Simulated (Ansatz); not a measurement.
# C2H8AlNSi: the cost of one run

All numbers below are computed with Ansatz 0.2.0 (RKS BHLYP/def2-SVP).

## 1. Starting point

Bond lengths: C1–N2 1.421 Å, N2–Al3 1.955 Å, N2–C4 1.490 Å, Al3–C4 1.905 Å, C4–Si5 1.811 Å, C1–H6 1.162 Å, C1–H7 1.071 Å, C1–H8 1.147 Å, Al3–H9 1.612 Å, C4–H10 1.162 Å, Si5–H11 1.482 Å, Si5–H12 1.442 Å, Si5–H13 1.459 Å. Angles (14 of 24 angles, heavy atoms first): C1–N2–Al3 111.6°, C1–N2–C4 114.7°, Al3–N2–C4 65.5°, N2–Al3–C4 45.4°, N2–C4–Al3 69.1°, N2–C4–Si5 114.5°, Al3–C4–Si5 118.4°, N2–C1–H6 114.1°, N2–C1–H7 112.8°, N2–C1–H8 107.9°, N2–Al3–H9 144.7°, C4–Al3–H9 144.7°, N2–C4–H10 109.5°, Al3–C4–H10 116.8°.

As a file:

```xyz
13

C    -1.6832    0.3054    1.0597
N    -0.2964    0.3598    0.7567
Al    0.0731    1.6159   -0.6953
C     0.0855   -0.2824   -0.5329
Si    1.6836   -1.1338   -0.5041
H    -2.3764    0.4905    0.1456
H    -1.9677   -0.6105    1.5373
H    -1.9266    1.1853    1.7545
H     0.9372    2.9048   -1.1318
H    -0.8288   -0.8518   -0.9687
H     1.5400   -2.4388    0.1838
H     2.1889   -1.2993   -1.8445
H     2.5913   -0.2799    0.2545
```

## 2. Relaxing end A

File input.yaml:

```yaml
crystal:
  periodic: [false, false, false]
  atoms:
    - { symbol: C, position_ang: [-1.6832, 0.3054, 1.0597] }
    - { symbol: "N", position_ang: [-0.2964, 0.3598, 0.7567] }
    - { symbol: Al, position_ang: [0.0731, 1.6159, -0.6953] }
    - { symbol: C, position_ang: [0.0855, -0.2824, -0.5329] }
    - { symbol: Si, position_ang: [1.6836, -1.1338, -0.5041] }
    - { symbol: H, position_ang: [-2.3764, 0.4905, 0.1456] }
    - { symbol: H, position_ang: [-1.9677, -0.6105, 1.5373] }
    - { symbol: H, position_ang: [-1.9266, 1.1853, 1.7545] }
    - { symbol: H, position_ang: [0.9372, 2.9048, -1.1318] }
    - { symbol: H, position_ang: [-0.8288, -0.8518, -0.9687] }
    - { symbol: H, position_ang: [1.54, -2.4388, 0.1838] }
    - { symbol: H, position_ang: [2.1889, -1.2993, -1.8445] }
    - { symbol: H, position_ang: [2.5913, -0.2799, 0.2545] }
basis:
  gaussian: { orbitals: def2-SVP }
hamiltonian:
  xc: { name: BHLYP }
relax:
  f_tol: 0.02
  max_steps: 50
```

On the command line:

```sh
ansatz run input.yaml --threads 2 --pin off --max-ram 3072MiB --backend cpu --events-out ev --progress --plain --runs-dir out
```

Q: Estimate wall time and peak memory on 2 threads of AMD EPYC 9R45 (Zen 5), shared host.

About 18 s, with a peak of 0.3 GiB.
